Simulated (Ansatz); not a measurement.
The system is TiTe.

```
CELL_PARAMETERS angstrom
3.63109 0.00000 0.00000
0.00000 3.63109 0.00000
0.00000 0.00000 3.63109
ATOMIC_POSITIONS crystal
Ti 0.00000 0.00000 0.00000
Te 0.50000 0.50000 0.50000
```

The cell comes from a database or a generator and needn't be the stable form of this composition.

```yaml
Program: Ansatz 0.2.0
Task: relaxation of cell and atoms
Functional: HSE03
Potentials_or_basis: Ansatz PAW
Cutoff: "420 eV (not typed: the program's choice for these potentials)"
k_mesh: 4 × 4 × 4
Occupations: fermi-dirac, width 0.05 eV
Spin: no spin polarisation
```

At the start: volume 23.94 Å³/atom.

Where does the relaxation end?

It ends after 6 steps and the volume is 19.63 Å³/atom (-18.0 %); space group Pm-3m (No. 221, to 0.05 Å).

The path:
| step | energy change (eV) | largest force (eV/Å) | volume (Å³) |
| --- | --- | --- | --- |
| 1 | 0.0000 | 0.0000 | 47.88 |
| 2 | -0.3978 | 0.0000 | 41.21 |
| 3 | -0.4205 | 0.0000 | 38.36 |
| 4 | -0.4272 | 0.0000 | 39.34 |
| 5 | -0.4273 | 0.0000 | 39.26 |
| 6 | -0.4252 | 0.0000 | 39.26 |

Final structure:
```xyz
2
Lattice="3.3987 0.0000 0.0000 0.0000 3.3987 0.0000 0.0000 0.0000 3.3987" Properties=species:S:1:pos:R:3 pbc="T T T"
Ti    0.0000    0.0000    0.0000
Te    1.6994    1.6994    1.6994
```

Caveat: the k mesh is coarse (spacing up to 0.43 Å⁻¹), so the values aren't converged, least of all with exact exchange; the volume moved by over 15 % at a fixed basis, so the end points are rough; the plane-wave basis is chosen anew once the cell has moved, so the energies of steps on either side of that aren't comparable; the PAW data sets come from PBE, with cores solved anew for the run's functional, which leaves a small shift of forces and pressure.
